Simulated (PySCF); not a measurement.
# C₃H₆F₃GeO₂P: geometry, NMR shifts and electronic excitations

Aim: predict the NMR shifts and electronic excitations of C₃H₆F₃GeO₂P (`FC(F)(F)[C@@H]1C[O][Ge@H]([PH2])[O]1`).

Computed with PySCF 2.14.0, with density-fitted response routines of our own, on a single molecule in the gas phase. Atoms count from 0, in the outputs and in this text.

## Step 1: Starting geometry

16 atoms, charge 0, multiplicity 1; geometry from: GFN2-xTB.

Bonds of the start (Å): F0–C1 1.35, C1–F2 1.34, C1–F3 1.34, C1–C4 1.52, C4–C5 1.54, C5–O6 1.40, O6–Ge7 1.82, Ge7–P8 2.32, Ge7–O9 1.83, O9–C4 1.38, C4–H10 1.10, C5–H11 1.09, C5–H12 1.10, Ge7–H13 1.54, P8–H14 1.39, P8–H15 1.40.

## Step 2: Optimising the geometry at PBE0-D3(BJ)/def2-SVP

Job settings and geometry (Å):

```
{"job": {"xc": "PBE0", "basis": "def2-SVP", "d3": "d3bj", "grid": 1, "kind": "geom"}, "charge": 0, "multiplicity": 1}
F     -0.330756     1.193308     1.213203
C     -1.489459     0.614230     0.843816
F     -2.034557     0.097517     1.954373
F     -2.293154     1.603638     0.446400
C     -1.265762    -0.432118    -0.242164
C     -0.364120    -1.556831     0.297799
O      0.966991    -1.143918     0.202077
Ge     1.170887     0.083843    -1.119075
P      2.170970     2.022541    -0.323082
O     -0.644287     0.177358    -1.317562
H     -2.247828    -0.814241    -0.543056
H     -0.592928    -1.776101     1.343936
H     -0.529972    -2.454143    -0.307628
H      1.565100    -0.649921    -2.413850
H      2.508256     1.366086     0.857591
H      3.387819     1.695608    -0.926998
```

**Question.** This job is followed by: GIAO PBE0/pcSseg-1 NMR shielding, non-relativistic, gas phase; TDDFT PBE0/def2-SVPD, vertical, gas phase, core orbitals frozen in the response; GIAO wB97X-D/pcSseg-1 NMR shielding, non-relativistic, gas phase. Predict these results of the whole session: point group; rotational constants (main isotopes); 13C shifts against TMS (PBE0/pcSseg-1); 1H shifts against TMS (PBE0/pcSseg-1, means over atoms taken as alike); 19F shifts against CFCl3 (PBE0/pcSseg-1, means over atoms taken as alike); 17O shifts against H2O (PBE0/pcSseg-1); 73Ge shifts against GeMe4 (PBE0/pcSseg-1); 31P shifts against H3PO4 (PBE0/pcSseg-1); lowest singlet (PBE0/def2-SVPD); brightest single state of those computed; lowest triplet; vertical ionisation energy (ΔSCF); range of the shift of O6.

As calculated:

| quantity | value |
| --- | --- |
| point group | C1 |
| rotational constants (main isotopes) | 1.43, 0.63, 0.54 GHz |
| 13C shifts against TMS (PBE0/pcSseg-1) | 130.2, 76.1, 67.5 ppm |
| 1H shifts against TMS (PBE0/pcSseg-1, means over atoms taken as alike) | 6.38, 4.30, 3.96, 3.84, 2.09 ppm |
| 19F shifts against CFCl3 (PBE0/pcSseg-1, means over atoms taken as alike) | -92.9 ppm |
| 17O shifts against H2O (PBE0/pcSseg-1) | 52.7, 48.9 ppm |
| 73Ge shifts against GeMe4 (PBE0/pcSseg-1) | 152 ppm |
| 31P shifts against H3PO4 (PBE0/pcSseg-1) | -259.0 ppm |
| lowest singlet (PBE0/def2-SVPD) | 6.14 eV (202 nm), f = 0.023 |
| brightest single state of those computed | state 9, 7.44 eV, f = 0.137 |
| lowest triplet | 5.19 eV |
| vertical ionisation energy (ΔSCF) | 9.66 eV |
| range of the shift of O6 | 43.2 to 52.7 ppm |

The optimisation took 10 steps and gained 0.162 eV; among the close pairs (by a distance rule), P8–H14 changed most, from 1.392 to 1.426 Å. No frequency check was run at this level, so the end point may be a saddle. At PBE0/pcSseg-1: The widest tensor belongs to Ge7: span 307 ppm, with a paramagnetic part of -1580 ppm. The lowest singlet, at 6.14 eV, is HOMO→LUMO 0.65, HOMO→LUMO+1 0.27 and is weak; of the 10 states computed, the strongest absorption comes from state 9 at 7.44 eV. The lowest triplet lies 0.95 eV below the lowest singlet (triplets in Tamm-Dancoff, singlets in full TDDFT). The orbital energy would give 7.86 eV for ionisation, ΔSCF gives 9.66 eV. In ppm, O6 moves most: its shift spreads over 9.5 ppm, from 43.2 (wB97X-D/pcSseg-1) to 52.7 (PBE0/pcSseg-1). Spin-orbit coupling is left out, which matters for shieldings and couplings at and beside the heavy atoms.
